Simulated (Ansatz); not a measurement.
Crystal: AgRh.

```xyz
2
Lattice="2.7776 0.0000 0.0000 -1.3888 2.4055 0.0000 0.0000 0.0000 4.8086" Properties=species:S:1:pos:R:3 pbc="T T T"
Ag    0.0000    0.0000    2.4043
Rh    1.3888    0.8018    0.0000
```

The cell comes from a database or a generator and needn't be the stable form of this composition.

Program: Ansatz 0.2.0. Alike in all runs: potentials or basis Ansatz PAW; cell as given; k mesh 11 × 11 × 6; cutoff (eV) 420; smearing fermi-dirac 0.05 eV. Hardware: 2 threads of Arm Neoverse V1, with other jobs on the host.

Question: Order these runs on this cell by their wall time, lowest first.
A. task band structure; level PBEsol; spin off; points for each segment of the path 14
B. task single point; level PBE; spin off
C. task band structure; level PBEsol; spin SOC, no magnetisation; points for each segment of the path 14

Answer: B (2.1 s), A (7.4 s), C (27 s).

Not every run made on this cell is shown here.
